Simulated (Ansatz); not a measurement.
**Rh: a line through an energy map**

One line of a two-coordinate grid on Rh (P6_3/mmc, No. 194; 4 atoms in the cell): lattice constant a (and b) is varied, at lattice constant c = 8.728 Å.

Method: DFT PBEsol, scalar-relativistic, plane waves, PAW, in Ansatz 0.2.0.

18 further runs of the same task are left out: 18 set aside as unsound or not needed. Runs told in other sessions of the task aren't counted.

**1. The system as given**

The structure is hexagonal, space group P6_3/mmc (No. 194). Conventional cell: a = 2.676 Å, b = 2.676 Å, c = 8.728 Å, α = 90.00°, β = 90.00°, γ = 120.00°. Rh (site symmetry -3m) is surrounded by 12 Rh at 2.67 to 2.68 Å. Rh (site symmetry -6m2) has 12 Rh at 2.67 to 2.68 Å in its first shell of neighbours.

Structure file:

```cif
data_structure
_symmetry_space_group_name_H-M 'P 1'
_symmetry_Int_Tables_number 1
_cell_length_a 2.6756
_cell_length_b 2.6756
_cell_length_c 8.7275
_cell_angle_alpha 90.000
_cell_angle_beta 90.000
_cell_angle_gamma 120.000
_cell_volume 54.11
loop_
_atom_site_label
_atom_site_type_symbol
_atom_site_fract_x
_atom_site_fract_y
_atom_site_fract_z
_atom_site_occupancy
Rh1 Rh 0.00000 0.00000 0.00000 1
Rh2 Rh 0.33333 0.66667 0.25000 1
Rh3 Rh 0.00000 0.00000 0.50000 1
Rh4 Rh 0.66667 0.33333 0.75000 1
```

It goes back to an entry of the Materials Project, which need not be the stable form.

It is the result of an earlier relaxation at this level (volume 13.53 Å³/atom; gap on the mesh: none (metal)).

**2. The scan**

The energy is mapped over the lattice constants a and c of the conventional cell.

First coordinate, lattice constant a (and b): 7 values from 2.595 to 2.756 Å. Second coordinate, lattice constant c: 7 values from 8.029 to 9.426 Å.

Nothing else is relaxed (symmetry fixes all fractional coordinates). Energies count from the relaxed crystal. Points are written as (first, second).

**3. Point (2.595 Å, 8.728 Å)**

input.yaml reads:

```yaml
crystal:
  lattice:
    - [2.5953, 0.0, 0.0]
    - [-1.29765, 2.2475957304, 0.0]
    - [0.0, 0.0, 8.7275109659]
  atoms:
    - { symbol: Rh, position: [0.0, 0.0, 0.0] }
    - { symbol: Rh, position: [0.3333333333, 0.6666666667, 0.25] }
    - { symbol: Rh, position: [0.0, 0.0, 0.5] }
    - { symbol: Rh, position: [0.6666666667, 0.3333333333, 0.75] }
basis:
  ecutwfc: 420
kpoints:
  mp_grid: { grid: [18, 18, 6] }
hamiltonian:
  xc: pbesol
  pseudopotentials: { kind: paw, azcp: { folder: soft_1 } }
scf:
  occupations: { method: gaussian, width: 0.15 }
output:
  forces: true
  stress: true
  eigenvalues: true
```

The run is started by

```
$ ansatz run input.yaml --threads 2 --pin off --max-ram 4096MiB --backend cpu --events-out ev --progress --plain --runs-dir out
```

The session goes on with these runs: the other points of the line.

What does the calculation give? Wanted: for each run, lattice constant a; energy; slope; pressure.

**Answer**, as computed:

| lattice constant a (and b) (Å) | step | energy (meV/atom) | slope (meV/atom per Å) | pressure (GPa) |
| --- | --- | --- | --- | --- |
| 2.595 | 3 | 61 | −1603 | 21.4 |
| 2.622 | 4 | 26 | −1011 | 13.4 |
| 2.649 | – | 6 | −482 | 6.4 |
| 2.676 | – | 0 | −8 | 0.1 |
| 2.702 | 5 | 6 | 415 | −5.4 |
| 2.729 | 6 | 22 | 791 | −10.3 |
| 2.756 | 7 | 47 | 1124 | −14.5 |

Energies count from the relaxed crystal. Rows without a step come from runs not printed here or follow by symmetry. Slopes come from the forces (and the stress, where the cell changes), not from differences of energies.

**Reading.** The lowest point computed on the line is at 2.676 Å, 0 meV/atom from the zero. A fit to energies and slopes at the lowest point and its two neighbours puts the minimum at 2.6761 Å, with a curvature of about 17000 meV/atom per Å². The highest point computed, at 2.595 Å, lies 61 meV/atom above the lowest. This is one cut through a surface in two coordinates; it holds the lowest point sampled, which need not be a minimum.
